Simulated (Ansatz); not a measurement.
# BCl3: the cost of one run

Computed with Ansatz 0.2.0, Gaussian basis. Level: PBE0-D4/def2-TZVP structures, single points in def2-TZVPP, no counterpoise correction.

Levels: SPW92, PBE-D4, BLYP-D4, r2SCAN-D4, B97M-V, PBE0-D4, B3LYP-D4, r2SCAN0-D4, BHLYP-D4, CAM-B3LYP-D4, wB97X-V, wB97M-V, B2PLYP, PBE-QIDH, RPA on PBE, Hartree-Fock, MP2, CCSD, CCSD(T).

Correlated methods freeze the cores. B3LYP uses VWN-RPA correlation. B2PLYP carries no dispersion term here.

94 further runs of the same task are left out: 94 set aside as unsound or not needed.

## (1) The system as given

The complex: 15 atoms, charge 0, spin multiplicity 1.

Atoms are counted from 1 here; the program's logs count them from 0.

Bond lengths: B1–Cl2 1.856 Å, B1–Cl3 1.940 Å, B1–Cl4 1.779 Å, B1–O6 1.483 Å, Cl2–Al10 2.664 Å, Cl3–Al7 2.320 Å, H5–O6 0.963 Å, O6–Al7 1.876 Å, Al7–O8 1.680 Å, Al7–O9 1.668 Å, O8–H13 0.955 Å, O9–Al10 1.703 Å, Al10–O11 1.698 Å, Al10–O12 1.697 Å, O11–H14 0.954 Å, O12–H15 0.955 Å. Angles: Cl2–B1–Cl3 108.7°, Cl2–B1–Cl4 112.6°, Cl2–B1–O6 110.1°, Cl3–B1–Cl4 112.8°, Cl3–B1–O6 97.0°, Cl4–B1–O6 114.5°, B1–Cl2–Al10 105.4°, B1–Cl3–Al7 75.8°, B1–O6–H5 114.6°, B1–O6–Al7 102.7°, H5–O6–Al7 125.7°, Cl3–Al7–O6 75.1°, Cl3–Al7–O8 113.1°, Cl3–Al7–O9 107.3°, O6–Al7–O8 109.9°, O6–Al7–O9 107.6°, O8–Al7–O9 130.2°, Al7–O8–H13 124.2° and more.

Coordinates:

| atom | x (Å) | y (Å) | z (Å) |
| --- | --- | --- | --- |
| B1 | -1.6585 | 0.8696 | 0.7307 |
| Cl2 | -1.3993 | -0.9101 | 1.1898 |
| Cl3 | -1.6715 | 1.0191 | -1.2038 |
| Cl4 | -3.1111 | 1.5663 | 1.4848 |
| H5 | -0.0593 | 1.5747 | 1.8551 |
| O6 | -0.4141 | 1.6429 | 0.9624 |
| Al7 | 0.5491 | 1.3588 | -0.6224 |
| O8 | 1.1643 | 2.8168 | -1.1878 |
| O9 | 1.2679 | -0.1420 | -0.5138 |
| Al10 | 0.6777 | -1.7208 | -0.2683 |
| O11 | 1.3556 | -2.7604 | 0.8911 |
| O12 | -0.1932 | -2.4054 | -1.5541 |
| H13 | 1.9306 | 2.8927 | -1.7521 |
| H14 | 1.9965 | -2.4727 | 1.5370 |
| H15 | -0.4349 | -3.3296 | -1.5486 |

Its parts: BCl3 holds atoms 1, 2, 3, 4; Al2H4O5 holds atoms 5, 6, 7, 8, 9, 10, 11, 12, 13, 14, 15. Each part counts its atoms afresh in its own runs.

## (2) Relaxing BCl3 alone

Contents of relax-a/in.yaml:

```yaml
crystal:
  periodic: [false, false, false]
  atoms:
    - {symbol: B, position_ang: [-1.658523, 0.869615, 0.730744]}
    - {symbol: Cl, position_ang: [-1.399264, -0.910145, 1.189781]}
    - {symbol: Cl, position_ang: [-1.671467, 1.019074, -1.203830]}
    - {symbol: Cl, position_ang: [-3.111091, 1.566251, 1.484771]}
basis:
  gaussian: {orbitals: def2-TZVP}
hamiltonian: {xc: pbe0, dispersion: d4}
relax: {f_tol: 0.005, max_steps: 200}
```

Command:

```sh
$ ansatz run in.yaml --threads 4 --pin off --events-out ev --progress --plain --max-ram 66560MiB --backend cpu
```

**Question.** How long does this run take on 4 threads of AMD EPYC 7R13, shared host?

About 7 s.
